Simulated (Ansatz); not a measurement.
# Ti8C5: the cost of one run

Program: Ansatz 0.2.0. Level of theory: DFT PBEsol, scalar-relativistic, plane waves, PAW. These are calculated values, not measurements.

3 further runs of the same task are left out: 3 set aside as unsound or not needed.

### Step 1. The system as given

Symmetry: R-3m, No. 166, trigonal system. Conventional cell: a = 6.075 Å, b = 6.075 Å, c = 14.747 Å, α = 90.00°, β = 90.00°, γ = 120.00°. Ti (site symmetry m) is surrounded by 4 C at 2.09 to 2.14 Å. Ti (site symmetry 3m) is surrounded by 3 C at 2.10 Å. C (site symmetry 2/m) has 6 Ti at 2.09 to 2.10 Å as nearest neighbours. C (site symmetry -3m) has 6 Ti at 2.14 Å as nearest neighbours.

Structure file:

```
CELL_PARAMETERS angstrom
3.03729 1.75358 4.91582
-3.03729 1.75358 4.91582
0.00000 -3.50717 4.91582
ATOMIC_POSITIONS crystal
Ti 0.24985 0.76302 0.24985
Ti 0.24985 0.24985 0.76302
Ti 0.76302 0.24985 0.24985
Ti 0.23698 0.75015 0.75015
Ti 0.75015 0.23698 0.75015
Ti 0.75015 0.75015 0.23698
Ti 0.24490 0.24490 0.24490
Ti 0.75510 0.75510 0.75510
C 0.00000 0.00000 0.50000
C 0.50000 0.00000 0.00000
C 0.00000 0.50000 0.00000
C 0.50000 0.50000 0.50000
C 0.00000 0.00000 0.00000
```

It goes back to an entry of the Materials Project, which need not be the stable form.

This cell was relaxed beforehand with the same method: volume 12.08 Å³/atom, gap on the mesh none (metal).

### Step 2. Phonons at the zone centre

Input file input.yaml:

```yaml
crystal:
  lattice:
    - [3.037294775, 1.7535829559, 4.9158225696]
    - [-3.037294775, 1.7535829559, 4.9158225696]
    - [0.0, -3.5071659119, 4.9158225696]
  atoms:
    - { symbol: Ti, position: [0.2498468921, 0.7630199273, 0.2498468921] }
    - { symbol: Ti, position: [0.2498468921, 0.2498468921, 0.7630199273] }
    - { symbol: Ti, position: [0.7630199273, 0.2498468921, 0.2498468921] }
    - { symbol: Ti, position: [0.2369800727, 0.7501531079, 0.7501531079] }
    - { symbol: Ti, position: [0.7501531079, 0.2369800727, 0.7501531079] }
    - { symbol: Ti, position: [0.7501531079, 0.7501531079, 0.2369800727] }
    - { symbol: Ti, position: [0.2448992226, 0.2448992226, 0.2448992226] }
    - { symbol: Ti, position: [0.7551007774, 0.7551007774, 0.7551007774] }
    - { symbol: C, position: [0.0, 0.0, 0.5] }
    - { symbol: C, position: [0.5, 0.0, 0.0] }
    - { symbol: C, position: [0.0, 0.5, 0.0] }
    - { symbol: C, position: [0.5, 0.5, 0.5] }
    - { symbol: C, position: [0.0, 0.0, 0.0] }
basis:
  ecutwfc: 420
kpoints:
  mp_grid: { grid: [6, 6, 6] }
hamiltonian:
  xc: pbesol
scf:
  occupations: { method: fermi_dirac, width: 0.15 }
output:
  eigenvalues: true
phonons:
  method: dfpt
```

The run is started by

```sh
ansatz run input.yaml --threads 4 --pin off --max-ram 12288MiB --backend cpu --events-out ev --progress --plain --runs-dir out
```

What time and memory should one allow on 4 threads of Arm Neoverse V2, shared host?

About 10 min, with a peak of 4.6 GiB.
